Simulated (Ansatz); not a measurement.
# C9H19NOSiZr: trial inputs and their diagnosis

4 inputs were typed for C9H19NOSiZr. Each is run as it stands; the log then has to tell whether the result can be used.

Program: Ansatz 0.2.0, Gaussian basis. Level of theory: the settings change from run to run. These are calculated values, not measurements.

## Step 1: The relaxed structure

The structure was relaxed beforehand with PBE0-D4 in a triple-zeta def2 set. Zr takes a core potential in def2 sets; no spin-orbit term is included.

32 atoms, charge 0, spin multiplicity 1.

Atoms are counted from 1 here; the program's logs count them from 0.

Bond lengths: C1–O2 1.387 Å, C1–H14 1.095 Å, C1–H15 1.096 Å, C1–H16 1.097 Å, O2–Zr3 1.921 Å, Zr3–C4 2.257 Å, Zr3–N5 2.044 Å, Zr3–C8 2.599 Å, Zr3–C9 2.583 Å, Zr3–C10 2.530 Å, Zr3–C11 2.503 Å, Zr3–C13 2.539 Å, C4–H17 1.095 Å, C4–H18 1.098 Å, C4–H19 1.096 Å, N5–C6 1.441 Å, N5–C7 1.441 Å, C6–H20 1.100 Å and more. Angles: O2–C1–H14 110.5°, O2–C1–H15 110.6°, O2–C1–H16 111.3°, H14–C1–H15 108.1°, H14–C1–H16 108.2°, H15–C1–H16 108.1°, C1–O2–Zr3 158.8°, O2–Zr3–C4 105.3°, O2–Zr3–N5 105.5°, O2–Zr3–C8 95.2°, O2–Zr3–C9 125.6°, O2–Zr3–C10 141.7°, O2–Zr3–C11 113.8°, O2–Zr3–C13 88.4°, C4–Zr3–N5 102.5°, C4–Zr3–C8 95.9°, C4–Zr3–C9 79.9°, C4–Zr3–C10 99.0° and more.

## Step 2: Input 1

in.yaml

```yaml
crystal:
  periodic: [false, false, false]
  atoms:
    - {symbol: C, position_ang: [-1.439637, -0.973626, 3.055850]}
    - {symbol: O, position_ang: [-1.303273, -0.532208, 1.747940]}
    - {symbol: Zr, position_ang: [-0.588915, -0.394388, -0.030456]}
    - {symbol: C, position_ang: [-2.218813, -1.165509, -1.387442]}
    - {symbol: N, position_ang: [-0.565547, 1.604998, -0.456712]}
    - {symbol: C, position_ang: [-0.705101, 2.682632, 0.489787]}
    - {symbol: C, position_ang: [-0.333346, 2.084384, -1.795832]}
    - {symbol: C, position_ang: [0.745121, -2.622046, 0.080492]}
    - {symbol: C, position_ang: [0.703579, -2.249353, -1.279616]}
    - {symbol: C, position_ang: [1.422228, -1.047341, -1.419412]}
    - {symbol: C, position_ang: [1.899441, -0.643508, -0.143275]}
    - {symbol: Si, position_ang: [2.867760, 0.890229, 0.239102]}
    - {symbol: C, position_ang: [1.470227, -1.640994, 0.776712]}
    - {symbol: H, position_ang: [-2.422078, -1.434552, 3.204641]}
    - {symbol: H, position_ang: [-1.346180, -0.136000, 3.756402]}
    - {symbol: H, position_ang: [-0.672053, -1.716217, 3.307346]}
    - {symbol: H, position_ang: [-2.445935, -2.228588, -1.255297]}
    - {symbol: H, position_ang: [-3.130136, -0.599694, -1.155119]}
    - {symbol: H, position_ang: [-2.000667, -1.008579, -2.450387]}
    - {symbol: H, position_ang: [-1.543827, 3.342532, 0.223496]}
    - {symbol: H, position_ang: [0.199779, 3.307866, 0.534289]}
    - {symbol: H, position_ang: [-0.893326, 2.293558, 1.492990]}
    - {symbol: H, position_ang: [-0.234839, 1.253151, -2.501412]}
    - {symbol: H, position_ang: [0.580686, 2.693171, -1.866719]}
    - {symbol: H, position_ang: [-1.171353, 2.702973, -2.148487]}
    - {symbol: H, position_ang: [0.268732, -3.489485, 0.515428]}
    - {symbol: H, position_ang: [0.208669, -2.790613, -2.071665]}
    - {symbol: H, position_ang: [1.570417, -0.503838, -2.342685]}
    - {symbol: H, position_ang: [4.309543, 0.579076, 0.441949]}
    - {symbol: H, position_ang: [2.363686, 1.525807, 1.486193]}
    - {symbol: H, position_ang: [2.750125, 1.847338, -0.890441]}
    - {symbol: H, position_ang: [1.655051, -1.631177, 1.842348]}
basis:
  gaussian: {orbitals: def2-mTZVPP, fitting: {mean_field: cc-pVTZ-jkfit}}
magnetization: {spin_polarized: true, initial_magnetization: 2}
hamiltonian: {xc: {name: HF}}
correlation: {method: rpa}
```

The run is started by

```
$ ansatz run in.yaml --threads 10 --pin off --events-out ev --progress --plain --max-ram 110592MiB --backend cuda --devices 0, --max-vram 75GiB
```

The program printed:

```text
Functional definition: HF
  name "HF"
  cite "Fock, Z. Phys. 61, 126 (1930) doi:10.1007/BF01340294"
  parent pbe
  exchange = exact_x
  correlation = 0
Error: <dir> the basis set cc-pVTZ-JKFIT has no functions for Zr
```

Run time: 0.95 s. Hardware: 1 × H100 with 10 threads of AMD EPYC 7R13, shared host.

Diagnosis: The program refused the input. The fitting set named has no entry for an element of this molecule. Cure: leave the fitting key out, or name a set that covers all elements and suits the basis. The input also asks for charge 0 and multiplicity 3, not those of the species named; set them back first.

## Step 3: Input 2

in.yaml

```yaml
crystal:
  periodic: [false, false, false]
  atoms:
    - {symbol: C, position_ang: [-2.733689, -1.782605, 5.794828]}
    - {symbol: O, position_ang: [-2.344449, -1.013364, 3.331073]}
    - {symbol: Zr, position_ang: [-1.075706, -0.695172, -0.077537]}
    - {symbol: C, position_ang: [-4.104019, -2.208249, -2.538892]}
    - {symbol: N, position_ang: [-1.050717, 2.970506, -0.916372]}
    - {symbol: C, position_ang: [-1.416540, 5.170621, 0.810335]}
    - {symbol: C, position_ang: [-0.607227, 3.920976, -3.435758]}
    - {symbol: C, position_ang: [1.375638, -4.801390, 0.173462]}
    - {symbol: C, position_ang: [1.285461, -4.280955, -2.423733]}
    - {symbol: C, position_ang: [2.675368, -2.072844, -2.791953]}
    - {symbol: C, position_ang: [3.578678, -1.317404, -0.230990]}
    - {symbol: Si, position_ang: [5.557453, 1.660107, 0.437256]}
    - {symbol: C, position_ang: [2.831457, -3.118589, 1.490981]}
    - {symbol: H, position_ang: [-4.620634, -2.745421, 6.040530]}
    - {symbol: H, position_ang: [-2.478562, -0.301549, 7.079578]}
    - {symbol: H, position_ang: [-1.274623, -3.183676, 6.301719]}
    - {symbol: H, position_ang: [-4.576904, -4.288395, -2.334018]}
    - {symbol: H, position_ang: [-5.989962, -1.149228, -2.082307]}
    - {symbol: H, position_ang: [-3.636592, -1.948115, -4.584625]}
    - {symbol: H, position_ang: [-2.907594, 6.327681, 0.399867]}
    - {symbol: H, position_ang: [0.368100, 6.189367, 0.952524]}
    - {symbol: H, position_ang: [-1.646914, 4.266208, 2.825572]}
    - {symbol: H, position_ang: [-0.433474, 2.488833, -4.788902]}
    - {symbol: H, position_ang: [1.063797, 5.059611, -3.521394]}
    - {symbol: H, position_ang: [-2.164209, 5.014500, -4.060776]}
    - {symbol: H, position_ang: [0.492526, -6.638968, 1.063103]}
    - {symbol: H, position_ang: [0.401217, -5.282740, -3.894338]}
    - {symbol: H, position_ang: [3.037783, -0.988274, -4.426892]}
    - {symbol: H, position_ang: [8.064259, 1.127376, 0.866395]}
    - {symbol: H, position_ang: [4.544936, 2.867667, 2.990675]}
    - {symbol: H, position_ang: [5.180713, 3.480786, -1.737503]}
    - {symbol: H, position_ang: [3.190857, -3.094151, 3.420279]}
basis:
  gaussian: {orbitals: def2-TZVPD, final_grid: {core_spheres: 5, valence_spheres: 4, degree: 11}}
hamiltonian: {xc: {name: rPW86-PBE}, dispersion: d4}
scf: {lower_state_search: off}
output: {forces: true}
```

Launched as before.

The program printed:

```text
Functional definition: rPW86-PBE
  name "rPW86-PBE"
  cite "Murray, Lee & Langreth, J. Chem. Theory Comput. 5, 2754 (2009) doi:10.1021/ct900365q"
  cite "Perdew, Burke & Ernzerhof, Phys. Rev. Lett. 77, 3865 (1996) doi:10.1103/PhysRevLett.77.3865"
  parent pbe
  exchange = rpw86_x
  correlation = pbe_c
these checks for a lower state are left out or cut short: stability, starts, cluster_reference, orbital_swaps, neighbouring_geometries, increment
3494 factors; their error is unknown
mean field evaluation 1: about -22126.2878 eV, gradient 1.7e2 eV
mean field evaluation 2: about -17858.4344 eV, gradient 6.9e2 eV
mean field evaluation 4: about -21575.4410 eV, gradient 2.7e2 eV
mean field evaluation 8: about -22261.4142 eV, gradient 3.3e1 eV
mean field evaluation 16: about -22269.5178 eV, gradient 5.8e-1 eV
mean field evaluation 32: about -22269.5228 eV, gradient 6.3e-2 eV
mean field -22269.52309162 eV, -818.3898787920 hartree, gradient 8.8e-6 eV, S^2 0.000000; 0 other end points of the search recorded, 0 dependent functions left out
the calculation of the forces begins
reference -22269.52364165 eV, -818.3898990054 hartree; 57, 57 occupied and 607, 607 virtual orbitals, 3494 factors
Total energy: -22270.28678265 eV, -818.4179439200 hartree
Atom 0 at    -2.733689    -1.782605     5.794828 Å, force     0.539520    -0.475750     1.441765 eV/Å
Atom 1 at    -2.344449    -1.013364     3.331073 Å, force     0.017160    -0.199650     0.299604 eV/Å
Atom 2 at    -1.075706    -0.695172    -0.077537 Å, force    -0.502437     0.278337     0.551524 eV/Å
Atom 3 at    -4.104019    -2.208249    -2.538892 Å, force    -1.331110    -0.724795    -1.213054 eV/Å
Atom 4 at    -1.050717     2.970506    -0.916372 Å, force     0.318036     0.597019    -0.425243 eV/Å
Atom 5 at    -1.416540     5.170621     0.810335 Å, force    -0.037956     1.102073     0.890916 eV/Å
Atom 6 at    -0.607227     3.920976    -3.435758 Å, force    -0.104021     0.538383    -1.756044 eV/Å
Atom 7 at     1.375638    -4.801390     0.173462 Å, force    -0.289880    -0.210021     0.449888 eV/Å
Atom 8 at     1.285461    -4.280955    -2.423733 Å, force    -0.351234    -0.150000    -0.977831 eV/Å
Atom 9 at     2.675368    -2.072844    -2.791953 Å, force     0.053649     0.382101    -0.495835 eV/Å
Atom 10 at     3.578678    -1.317404    -0.230990 Å, force    -1.127849    -1.082491     0.286660 eV/Å
Atom 11 at     5.557453     1.660107     0.437256 Å, force     1.019921     0.530824     0.224373 eV/Å
Atom 12 at     2.831457    -3.118589     1.490981 Å, force     0.350465     0.078885     0.177469 eV/Å
Atom 13 at    -4.620634    -2.745421     6.040530 Å, force     2.185972     1.209174    -0.361813 eV/Å
Atom 14 at    -2.478562    -0.301549     7.079578 Å, force    -0.436889    -2.159241    -2.040329 eV/Å
Atom 15 at    -1.274623    -3.183676     6.301719 Å, force    -1.877661     1.806858    -0.709599 eV/Å
Atom 16 at    -4.576904    -4.288395    -2.334018 Å, force     0.552259     2.401928    -0.253370 eV/Å
Atom 17 at    -5.989962    -1.149228    -2.082307 Å, force     1.936827    -1.092898    -0.525143 eV/Å
Atom 18 at    -3.636592    -1.948115    -4.584625 Å, force    -0.603174    -0.301790     2.438509 eV/Å
Atom 19 at    -2.907594     6.327681     0.399867 Å, force     2.438939    -1.860548     0.625465 eV/Å
Atom 20 at     0.368100     6.189367     0.952524 Å, force    -2.425392    -1.313142    -0.290445 eV/Å
Atom 21 at    -1.646914     4.266208     2.825572 Å, force     0.171621     0.926538    -2.124155 eV/Å
Atom 22 at    -0.433474     2.488833    -4.788902 Å, force    -0.233778     2.145395     2.154884 eV/Å
Atom 23 at     1.063797     5.059611    -3.521394 Å, force    -2.390985    -1.648624     0.187382 eV/Å
Atom 24 at    -2.164209     5.014500    -4.060776 Å, force     2.359050    -1.634416     1.005995 eV/Å
Atom 25 at     0.492526    -6.638968     1.063103 Å, force     0.948579     1.792959    -0.827171 eV/Å
Atom 26 at     0.401217    -5.282740    -3.894338 Å, force     1.235456     1.391886     2.082677 eV/Å
Atom 27 at     3.037783    -0.988274    -4.426892 Å, force    -0.542525    -1.461328     2.278000 eV/Å
Atom 28 at     8.064259     1.127376     0.866395 Å, force    -1.854397     0.432846    -0.356621 eV/Å
Atom 29 at     4.544936     2.867667     2.990675 Å, force     0.398687    -0.502195    -1.041914 eV/Å
Atom 30 at     5.180713     3.480786    -1.737503 Å, force     0.215867    -0.909982     1.073653 eV/Å
Atom 31 at     3.190857    -3.094151     3.420279 Å, force    -0.632717     0.111666    -2.770198 eV/Å
Dipole moment:     0.232297     0.105585     0.053735 e Å
Checks for a lower state left out: stability, starts, cluster_reference, orbital_swaps, neighbouring_geometries, increment
```

Wall time 7 s (1 × H100 with 10 threads of AMD EPYC 7R13, shared host).

What is wrong: The run converged, but a converged run isn't a right one. The coordinates are in bohr but typed as ångström. The shortest distance is 1.93 Å (C6–H20), against 1.08 Å in the relaxed molecule. Its energy is no property of the relaxed molecule. To mend it, take the coordinates from the file in ångström.

## Step 4: Input 3

in.yaml

```yaml
crystal:
  periodic: [false, false, false]
  atoms:
    - {symbol: C, position_ang: [-1.439637, -0.973626, 3.055850]}
    - {symbol: O, position_ang: [-1.303273, -0.532208, 1.747940]}
    - {symbol: Zr, position_ang: [-0.588915, -0.394388, -0.030456]}
    - {symbol: C, position_ang: [-2.218813, -1.165509, -1.387442]}
    - {symbol: N, position_ang: [-0.565547, 1.604998, -0.456712]}
    - {symbol: C, position_ang: [-0.705101, 2.682632, 0.489787]}
    - {symbol: C, position_ang: [-0.333346, 2.084384, -1.795832]}
    - {symbol: C, position_ang: [0.745121, -2.622046, 0.080492]}
    - {symbol: C, position_ang: [0.703579, -2.249353, -1.279616]}
    - {symbol: C, position_ang: [1.422228, -1.047341, -1.419412]}
    - {symbol: C, position_ang: [1.899441, -0.643508, -0.143275]}
    - {symbol: Xx, position_ang: [2.867760, 0.890229, 0.239102]}
    - {symbol: C, position_ang: [1.470227, -1.640994, 0.776712]}
    - {symbol: H, position_ang: [-2.422078, -1.434552, 3.204641]}
    - {symbol: H, position_ang: [-1.346180, -0.136000, 3.756402]}
    - {symbol: H, position_ang: [-0.672053, -1.716217, 3.307346]}
    - {symbol: H, position_ang: [-2.445935, -2.228588, -1.255297]}
    - {symbol: H, position_ang: [-3.130136, -0.599694, -1.155119]}
    - {symbol: H, position_ang: [-2.000667, -1.008579, -2.450387]}
    - {symbol: H, position_ang: [-1.543827, 3.342532, 0.223496]}
    - {symbol: H, position_ang: [0.199779, 3.307866, 0.534289]}
    - {symbol: H, position_ang: [-0.893326, 2.293558, 1.492990]}
    - {symbol: H, position_ang: [-0.234839, 1.253151, -2.501412]}
    - {symbol: H, position_ang: [0.580686, 2.693171, -1.866719]}
    - {symbol: H, position_ang: [-1.171353, 2.702973, -2.148487]}
    - {symbol: H, position_ang: [0.268732, -3.489485, 0.515428]}
    - {symbol: H, position_ang: [0.208669, -2.790613, -2.071665]}
    - {symbol: H, position_ang: [1.570417, -0.503838, -2.342685]}
    - {symbol: H, position_ang: [4.309543, 0.579076, 0.441949]}
    - {symbol: H, position_ang: [2.363686, 1.525807, 1.486193]}
    - {symbol: H, position_ang: [2.750125, 1.847338, -0.890441]}
    - {symbol: H, position_ang: [1.655051, -1.631177, 1.842348]}
basis:
  gaussian: {orbitals: STO-3G, point_charges: [{charge: -1.00, position_ang: [6.865, 0.237, -0.221]}]}
hamiltonian: {xc: {name: revPBE}, dispersion: d3bj, pseudopotentials: {relativity: none}}
scf: {lower_state_search: light}
output: {forces: true}
```

The run is started by

```
$ ansatz run in.yaml --threads 10 --pin off --events-out ev --progress --plain --max-ram 110592MiB --backend cpu
```

The program printed:

```text
Error: YAML parse error: error: line 15 column 16: `Xx` is not an element symbol (H … Og, case-exact)
  --> <input>:15:16
   |
13 |     - {symbol: C, position_ang: [1.422228, -1.047341, -1.419412]}
14 |     - {symbol: C, position_ang: [1.899441, -0.643508, -0.143275]}
15 |     - {symbol: Xx, position_ang: [2.867760, 0.890229, 0.239102]}
   |                ^ `Xx` is not an element symbol (H … Og, case-exact)
16 |     - {symbol: C, position_ang: [1.470227, -1.640994, 0.776712]}
17 |     - {symbol: H, position_ang: [-2.422078, -1.434552, 3.204641]}
   |
```

Wall time 0.05 s (10 threads of AMD EPYC 7R13, shared host).

Diagnosis: Refused before any calculation. An element symbol is wrong. To mend it, correct the symbol, and remove the point charge.

## Step 5: Input 4

in.yaml

```yaml
crystal:
  periodic: [false, false, false]
  atoms:
    - {symbol: C, position_ang: [-2.720520, -1.839887, 5.774723]}
    - {symbol: O, position_ang: [-2.462830, -1.005727, 3.303129]}
    - {symbol: Zr, position_ang: [-1.112889, -0.745286, -0.057553]}
    - {symbol: C, position_ang: [-4.192951, -2.202493, -2.621887]}
    - {symbol: N, position_ang: [-1.068730, 3.033007, -0.863061]}
    - {symbol: C, position_ang: [-1.332448, 5.069441, 0.925563]}
    - {symbol: C, position_ang: [-0.629933, 3.938917, -3.393632]}
    - {symbol: C, position_ang: [1.408074, -4.954950, 0.152109]}
    - {symbol: C, position_ang: [1.329573, -4.250663, -2.418125]}
    - {symbol: C, position_ang: [2.687623, -1.979189, -2.682300]}
    - {symbol: C, position_ang: [3.589424, -1.216054, -0.270750]}
    - {symbol: Si, position_ang: [5.419283, 1.682290, 0.451837]}
    - {symbol: C, position_ang: [2.778327, -3.101030, 1.467774]}
    - {symbol: H, position_ang: [-4.577065, -2.710912, 6.055896]}
    - {symbol: H, position_ang: [-2.543913, -0.257002, 7.098575]}
    - {symbol: H, position_ang: [-1.269997, -3.243182, 6.249981]}
    - {symbol: H, position_ang: [-4.622149, -4.211422, -2.372168]}
    - {symbol: H, position_ang: [-5.915102, -1.133257, -2.182860]}
    - {symbol: H, position_ang: [-3.780714, -1.905939, -4.630562]}
    - {symbol: H, position_ang: [-2.917411, 6.316472, 0.422346]}
    - {symbol: H, position_ang: [0.377528, 6.250963, 1.009659]}
    - {symbol: H, position_ang: [-1.688141, 4.334198, 2.821343]}
    - {symbol: H, position_ang: [-0.443782, 2.368113, -4.726985]}
    - {symbol: H, position_ang: [1.097339, 5.089358, -3.527589]}
    - {symbol: H, position_ang: [-2.213538, 5.107880, -4.060053]}
    - {symbol: H, position_ang: [0.507831, -6.594173, 0.974018]}
    - {symbol: H, position_ang: [0.394328, -5.273496, -3.914882]}
    - {symbol: H, position_ang: [2.967659, -0.952116, -4.427036]}
    - {symbol: H, position_ang: [8.143859, 1.094296, 0.835163]}
    - {symbol: H, position_ang: [4.466722, 2.883358, 2.808499]}
    - {symbol: H, position_ang: [5.196986, 3.490964, -1.682690]}
    - {symbol: H, position_ang: [3.127595, -3.082479, 3.481534]}
basis:
  gaussian: {orbitals: def2-mTZVPP, point_charges: [{charge: 1.00, position_ang: [7.103, -0.886, 0.591]}]}
hamiltonian: {xc: {name: RPBE}, dispersion: d4}
```

The run is started by

```
$ ansatz run in.yaml --threads 10 --pin off --events-out ev --progress --plain --max-ram 110592MiB --backend cuda --devices 0, --max-vram 75GiB
```

The program printed, cut to the lines that bear on the results:

```text
Functional definition: RPBE
  name "RPBE"
  cite "Hammer, Hansen & Nørskov, Phys. Rev. B 59, 7413 (1999) doi:10.1103/PhysRevB.59.7413"
  cite "Perdew, Burke & Ernzerhof, Phys. Rev. Lett. 77, 3865 (1996) doi:10.1103/PhysRevLett.77.3865"
[...]
3628 factors; their error is unknown
[...]
mean field -22230.57513444 eV, -816.9585677655 hartree, gradient 3.7e-6 eV, S^2 0.000000; 10 other end points of the search recorded, 0 dependent functions left out
reference -22230.57524639 eV, -816.9585718796 hartree; 57, 57 occupied and 317, 317 virtual orbitals, 3628 factors
Total energy: -22232.45323549 eV, -817.0275867063 hartree
```

Wall time 12 s (1 × H100 with 10 threads of AMD EPYC 7R13, shared host).

What is wrong: The run converged, but a converged run isn't a right one. The coordinates are in bohr but typed as ångström. The shortest distance is 2.04 Å (C9–H27), against 1.08 Å in the relaxed molecule. Its energy is no property of the relaxed molecule. Cure: take the coordinates from the file in ångström, and remove the point charge.

## Step 6: Summary

```
input                 level      ended                                                               cause    time
    1       RPA/def2-mTZVPP    refused  the fitting set named has no entry for an element of this molecule  0.95 s
    2  rPW86-PBE/def2-TZVPD  converged                   the coordinates are in bohr but typed as ångström     7 s
    3         revPBE/STO-3G    refused                                          an element symbol is wrong  0.05 s
    4      RPBE/def2-mTZVPP  converged                   the coordinates are in bohr but typed as ångström    12 s
```

2 refused, 2 converged. A refusal costs next to no computing time. The dangerous case is the input that converges on a wrong geometry, charge, spin, basis or grid: often only a look at the input shows it.
